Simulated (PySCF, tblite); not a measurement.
# CH5B3O4: geometry, infrared bands and NMR shifts

Wanted: the infrared bands and NMR shifts of CH5B3O4 (`COB1OBOBO1`), by calculation.

Programs: tblite 0.8.0 and PySCF 2.14.0, with density-fitted response routines of our own. Each step states its level of theory. These are calculated values for one molecule in the gas phase, unless marked as measured. Atoms count from 0, in the outputs and in this text.

## (1) Starting geometry

13 atoms, charge 0, multiplicity 1; geometry from: force field or distance geometry start.

Bonds of the start (Å): C0–O1 1.42, O1–B2 1.47, B2–O3 1.49, O3–B4 1.47, B4–O5 1.47, O5–B6 1.48, B6–O7 1.48, O7–B2 1.47, C0–H8 1.11, C0–H9 1.12, C0–H10 1.10, B4–H11 1.19, B6–H12 1.19.

## (2) Geometry optimisation with GFN2-xTB

What the job is given:

```
{"job": {"kind": "relax", "xc": "GFN2-xTB", "basis": "xTB"}, "charge": 0, "multiplicity": 1}
C      2.351200     0.314800    -0.082000
O      1.008000     0.781600    -0.122500
B      0.126600    -0.396500    -0.133700
O     -0.479200    -0.820800    -1.421700
B     -1.842500    -0.272300    -1.331100
O     -2.693600    -0.690900    -0.209000
B     -1.897200    -0.272200     0.963800
O     -0.533900    -0.828800     1.110800
H      2.601500    -0.273200    -0.992800
H      2.547400    -0.274900     0.845000
H      3.013400     1.197100    -0.064500
H     -2.061500     0.769300    -1.852800
H     -2.144500     0.767000     1.486800
```

Launch:

```console
$ OMP_NUM_THREADS=1 python probes_run.py task.json out
```

One launch serves the whole session: the jobs run in the order shown.

**Question.** This job is followed by: GFN2-xTB harmonic vibrations, gas phase; GIAO PBE0/pcSseg-1 NMR shielding, non-relativistic, gas phase. What will the session give for the following? strongest single infrared mode (GFN2-xTB); zero-point energy (GFN2-xTB); ¹³C shifts against TMS (PBE0/pcSseg-1); ¹H shifts against TMS (PBE0/pcSseg-1, means over atoms taken as alike); ¹⁷O shifts against H2O (PBE0/pcSseg-1, means over atoms taken as alike); ¹¹B shifts against BF3·OEt2 (PBE0/pcSseg-1, means over atoms taken as alike); surface potential, 1st and 99th percentile.

As calculated:

| quantity | value |
| --- | --- |
| strongest single infrared mode (GFN2-xTB) | 1245 cm⁻¹, 802 km/mol |
| zero-point energy (GFN2-xTB) | 53.0 kcal/mol |
| ¹³C shifts against TMS (PBE0/pcSseg-1) | 54.7 ppm |
| ¹H shifts against TMS (PBE0/pcSseg-1, means over atoms taken as alike) | 4.44, 4.17 ppm |
| ¹⁷O shifts against H2O (PBE0/pcSseg-1, means over atoms taken as alike) | 214.9, 185.7, 83.1 ppm |
| ¹¹B shifts against BF3·OEt2 (PBE0/pcSseg-1, means over atoms taken as alike) | 26.2, 15.7 ppm |
| surface potential, 1st and 99th percentile | -1.30 V and 1.61 V |

The optimisation took 78 steps and gained 4.027 eV; among the close pairs (by a distance rule), O1–B2 changed most, from 1.471 to 1.340 Å. All 33 modes are real, so the xTB geometry is a minimum. The strongest single mode, at 1245 cm⁻¹, has its largest shares on B2, O5 and B4 (the list is cut at 3 atoms). GFN2-xTB is a fitted tight-binding method: band positions and strengths are rough. Its intensities can rank the bands wrongly. At PBE0/pcSseg-1: The largest span, 402 ppm, is at O5, where the paramagnetic term is -273 ppm. By nearest atom (PBE0/pcSseg-1), the HOMO sits on O1 52 %; H10 13 % and the LUMO on B4, B6 about 29 % each; H11, H12 about 10 % each.
